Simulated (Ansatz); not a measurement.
# C2H5Br: vertical ionisation energy

The task here is to estimate one member of a computed series from the others.

Computed with Ansatz 0.2.0, Gaussian basis. Level: unrestricted cation, the program's frozen cores in correlated methods.

The runs, in order: UKS PBE-D4/def2-TZVPP; UKS r2SCAN-D4/def2-TZVPP; UKS PBE0-D4/def2-TZVPP; UKS B3LYP-D4/def2-TZVPP; UKS wB97X-V/def2-TZVPP; UKS wB97M-V/def2-TZVPP; UKS B2PLYP/def2-TZVPP; UHF-CCSD(T)/def2-TZVPP; UHF-MP2/def2-QZVPP; extrapolation to the limit; then −ε(HOMO) from the neutral's earlier runs with LDA (SPW92), PBE-D4, revPBE-D4, BLYP-D4, r2SCAN-D4, B97M-V, PBE0-D4, B3LYP-D4, r2SCANh-D4, r2SCAN0-D4, HSE06-D4, BHLYP-D4, CAM-B3LYP-D4, LC-ωPBE, ωB97X-V, ωB97M-V.

## The relaxed structure

An earlier PBE0-D4 in a triple-zeta def2 set relaxation fixed the geometry.

SMILES `CCBr`, 8 atoms, charge 0, spin multiplicity 1.

Atoms are counted from 1 here; the program's logs count them from 0.

Bond lengths: C1–C2 1.506 Å, C1–H4 1.095 Å, C1–H5 1.091 Å, C1–H6 1.091 Å, C2–Br3 1.950 Å, C2–H7 1.088 Å, C2–H8 1.088 Å. Angles: C2–C1–H4 109.4°, C2–C1–H5 111.3°, C2–C1–H6 111.3°, H4–C1–H5 108.3°, H4–C1–H6 108.3°, H5–C1–H6 108.3°, C1–C2–Br3 111.6°, C1–C2–H7 112.5°, C1–C2–H8 112.5°, Br3–C2–H7 105.3°, Br3–C2–H8 105.3°, H7–C2–H8 109.2°.

Set-up of the first run:

in.yaml reads:

```yaml
crystal:
  periodic: [false, false, false]
  atoms:
    - {symbol: C, position_ang: [-0.429120, 0.590081, -0.328783]}
    - {symbol: C, position_ang: [0.243010, -0.639157, 0.222464]}
    - {symbol: Br, position_ang: [1.994545, -0.223395, 0.972442]}
    - {symbol: H, position_ang: [-1.406246, 0.316429, -0.739262]}
    - {symbol: H, position_ang: [0.162855, 1.040427, -1.126707]}
    - {symbol: H, position_ang: [-0.582786, 1.339334, 0.448991]}
    - {symbol: H, position_ang: [0.428789, -1.390337, -0.542539]}
    - {symbol: H, position_ang: [-0.318948, -1.090583, 1.037592]}
basis:
  gaussian: {orbitals: def2-TZVPP}
total_charge: 1
magnetization: {spin_polarized: true, initial_magnetization: 1}
hamiltonian: {xc: pbe, dispersion: d4}
```

On the command line:

```sh
ansatz run in.yaml --threads 2 --pin off --events-out ev --progress --plain --max-ram 32768MiB --backend cpu
```

Steps of the session up to this table: Cation, UKS PBE-D4/def2-TZVPP; Cation, UKS r2SCAN-D4/def2-TZVPP; Cation, UKS PBE0-D4/def2-TZVPP; Cation, UKS B3LYP-D4/def2-TZVPP; Cation, UKS wB97X-V/def2-TZVPP; Cation, UKS wB97M-V/def2-TZVPP; Cation, UKS B2PLYP (frozen core)/def2-TZVPP; Cation, UHF-CCSD(T)/def2-TZVPP; Cation, UHF-MP2/def2-QZVPP.

One of the session's tables, all rows but one given; the rest of the session is left out.

It belongs to the step «Ionisation energies side by side». For comparison, −ε(HOMO) of the neutral from earlier runs:

```
  functional  −ε(HOMO) (eV)
 LDA (SPW92)           6.67
      PBE-D4              ?
   revPBE-D4           6.48
     BLYP-D4           6.38
   r2SCAN-D4           6.83
      B97M-V           6.94
     PBE0-D4           7.83
    B3LYP-D4           7.58
  r2SCANh-D4           7.31
  r2SCAN0-D4           8.03
    HSE06-D4           7.43
    BHLYP-D4           8.98
CAM-B3LYP-D4           9.19
     LC-ωPBE          10.61
     ωB97X-V          10.24
     ωB97M-V          10.10
```

**Question.** Estimate the row for PBE-D4.

As computed: −ε(HOMO) (eV): 6.53. In the column «−ε(HOMO) (eV)» it lies between revPBE-D4 (6.48) and LDA (SPW92) (6.67).
